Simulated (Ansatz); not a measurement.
CaTiS2 under changes of volume

One of the cells (18.818 Å³/atom); the others are scaled copies at fixed shape and fractional positions:

```
Ti Ca S
1.0
     3.64514    0.00000    0.00000
    -1.82257    3.15678    0.00000
     0.00000    0.00000    6.54150
Ti Ca S
1 1 2
Cartesian
  0.0000 0.0000 0.0000
  0.0000 0.0000 3.2708
  1.8226 1.0523 1.4369
  0.0000 2.1045 5.1046
```

The cell comes from a database or a generator and needn't be the stable form of this composition.

```yaml
Program: Ansatz 0.2.0
Functional: PBE
Potentials_or_basis: Ansatz PAW
Cutoff: "420 eV (not typed: the program's choice for these potentials)"
k_mesh: 8 × 8 × 4
Occupations: fermi-dirac, width 0.05 eV
Spin: no spin polarisation
```

```csv
volume (Å³/atom),energy over the lowest point (meV/atom),pressure (GPa),largest force (eV/Å)
17.689,21.80,6.4,0.123
18.065,9.66,4.1,0.083
18.442,2.57,2.1,0.047
18.818,0.00,0.2,0.015
19.194,1.51,-1.4,0.014
19.571,6.67,-2.9,0.039
19.947,?,?,?
```

What does the run at 19.947 Å³/atom give?

Energy over the lowest point 15.12 meV/atom; pressure -4.2 GPa; largest force 0.062 eV/Å.

Worked out: A Birch-Murnaghan fit of order 3 (a polynomial in V^(-2/3)) to the other rows has its minimum at 18.86 Å³/atom with B0 = V·E''(V) = 86 GPa and B' = 4.4 at fixed shape and positions, which overstates the stiffness. It gives 15.09 meV/atom at 19.947 Å³/atom, against the run's 15.12, and -dE/dV = -4.2 GPa, against -4.2.

Energies are extrapolated to zero smearing.
